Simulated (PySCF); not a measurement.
# C4H8AlBrSi: electronic excitations

What electronic excitations should C4H8AlBrSi (`[SiH3]CC#C[CH2][AlH][Br]`) show?

Programs: PySCF 2.14.0, with density-fitted response routines of our own. Each step states its level of theory. These are calculated values for one molecule in the gas phase, unless marked as measured. Atoms are numbered from 0 throughout.

### 1 The starting structure

15 atoms, charge 0, multiplicity 1; geometry from: GFN2-xTB.

Bonds of the start (Å): Si0–C1 1.91, C1–C2 1.44, C2–C3 1.20, C3–C4 1.45, C4–Al5 2.00, Al5–Br6 2.26, Si0–H7 1.46, Si0–H8 1.46, Si0–H9 1.46, C1–H10 1.09, C1–H11 1.09, C4–H12 1.10, C4–H13 1.10, Al5–H14 1.53.

### 2 Excited states and response: B3LYP/def2-SVPD

What the job is given:

```
{"job": {"kind": "uv", "xc": "B3LYP", "basis": "def2-SVPD", "nstates": 8, "ntriplets": 3}, "charge": 0, "multiplicity": 1}
Si    -2.545145     0.882033     0.152252
C     -1.740741    -0.682528    -0.600060
C     -0.358736    -0.796042    -0.200706
C      0.773889    -0.925306     0.187220
C      2.162734    -1.020748     0.609388
Al     2.715491     0.744810    -0.143534
Br     4.779966     1.662436    -0.092578
H     -3.952539     0.897338    -0.253846
H     -1.850654     2.066462    -0.351980
H     -2.435496     0.814043     1.610444
H     -1.793890    -0.639168    -1.690483
H     -2.283839    -1.577109    -0.283363
H      2.217439    -1.126009     1.701602
H      2.631620    -1.916546     0.180293
H      1.675487     1.624325    -0.846561
```

With the program's defaults for keys left out, this is: TDDFT B3LYP/def2-SVPD, vertical, gas phase, core orbitals frozen in the response.

Launch:

```console
> OMP_NUM_THREADS=1 python probes_run.py task.json out
```

One launch serves the whole session: the jobs run in the order shown.

Predict these results of the whole session: lowest singlet (B3LYP/def2-SVPD); brightest single state of those computed; lowest triplet; surface potential, 1st and 99th percentile.

The runs gave:

| quantity | value |
| --- | --- |
| lowest singlet (B3LYP/def2-SVPD) | 4.20 eV (295 nm), f = 0.002 |
| brightest single state of those computed | state 4, 5.36 eV, f = 0.103 |
| lowest triplet | 4.03 eV |
| surface potential, 1st and 99th percentile | -0.60 V and 2.91 V |

**Reading.** The lowest singlet, at 4.20 eV, is HOMO→LUMO 0.99 and is weak; of the 8 states computed, the strongest absorption comes from state 4 at 5.36 eV (the last state computed is bright too, and its partners may lie past the list). The lowest triplet lies 0.17 eV below the lowest singlet (triplets in Tamm-Dancoff, singlets in full TDDFT). At B3LYP/def2-SVPD, counted by nearest atom on the grid, the HOMO lies on C2, C3 about 30 % each; C4 10 %, the LUMO on Al5 55 %; H14 19 %.
